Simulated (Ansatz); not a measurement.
YbRu, 2 atoms in the cell. Symmetry: Fm-3m, No. 225, cubic system. Conventional cell: a = 5.549 Å, b = 5.549 Å, c = 5.549 Å, α = 90.00°, β = 90.00°, γ = 90.00°. Yb (site symmetry m-3m) is surrounded by 6 Ru at 2.77 Å. Around Ru (site symmetry m-3m) lie 6 Yb at 2.77 Å. The cell was built by a generator and needn't be a form met in nature.

| Quantity | Value |
| --- | --- |
| Program | Ansatz 0.2.0 |
| Task | band structure |
| Functional | PBE |
| Potentials or basis | Ansatz PAW |
| Cutoff | 420 eV (not typed: the program's choice for these potentials) |
| k mesh | 6 × 6 × 6 |
| Occupations | fermi-dirac, width 0.05 eV |
| Spin | non-collinear spin, ferromagnetic start, spin-orbit coupling |
| Starting moments | [[0.707, 0.707, 0.0], [0.707, 0.707, 0.0]] μB |
| Path | [["G", "X", "W", "K", "G", "L", "U", "W", "L", "K"], ["U", "X"]] |
| Points for each segment of the path | 14 |

Potentials or basis: Ansatz PAW.

The run is started by

```bash
$ ansatz run input.yaml --threads 2 --pin off --max-ram 5632MiB --backend cpu --events-out ev --progress --plain --runs-dir out
```

Hardware: 2 threads of Arm Neoverse V2, with other jobs on the host.

Question: How long does it take, and how much memory?

Answer: Wall time 49 s on 2 threads of Arm Neoverse V2, with other jobs on the host, peak memory 0.6 GiB. Counts: scf iterations 25, plane waves 869, k points 46, bands 46.
